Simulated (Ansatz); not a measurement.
**AlGaPH (triplet): geometry optimisation**

Aim: relax a generated start of AlGaPH (triplet) and see which bonds hold.

Computed with Ansatz 0.2.0, Gaussian basis. Level: UKS PBE0/def2-TZVP.

## 1. Where the work starts

4 atoms, charge 0, spin multiplicity 3.

Atoms are counted from 1 here; the program's logs count them from 0.

Bond lengths: Al1–Ga2 2.616 Å, Ga2–P3 2.265 Å, P3–H4 1.413 Å. Angles: Al1–Ga2–P3 174.0°, Ga2–P3–H4 87.0°.

The start was built by rule and, where that kept it together, relaxed with GFN2-xTB. Sticks and bond lists go by distance. No spin-orbit coupling is included. 

## 2. Relaxation

in.yaml reads:

```yaml
crystal:
  periodic: [false, false, false]
  atoms:
    - {symbol: Al, position_ang: [-3.112975, -0.088261, 0.019857]}
    - {symbol: Ga, position_ang: [-0.500744, -0.215751, -0.025641]}
    - {symbol: P, position_ang: [1.739396, -0.551275, 0.008872]}
    - {symbol: H, position_ang: [1.874323, 0.855287, -0.003087]}
basis:
  gaussian: {orbitals: def2-TZVP}
magnetization: {spin_polarized: true, initial_magnetization: 2}
hamiltonian: {xc: pbe0}
relax: {f_tol: 0.004, max_steps: 80}
```

On the command line:

```
$ ansatz run in.yaml --threads 1 --pin off --events-out ev --progress --plain --max-ram 2176MiB
```

What does the calculation give? Wanted: energy gained; shift from the start; total energy; dipole moment; ⟨S²⟩.

The runs gave:

| quantity | value |
| --- | --- |
| steps | 7 |
| energy gained | 0.103 eV |
| shift from the start (rms) | 0.109 Å |
| total energy | -68264.7046 eV |
| dipole moment | 3.72 D |
| ⟨S²⟩ | 2.020 |

In words: The bonds of the start are those of the end. Al1–Ga2 went from 2.616 to 2.468 Å. No vibrations were run, so this is a stationary point, not a proven minimum, and this spin need not be the ground state's.
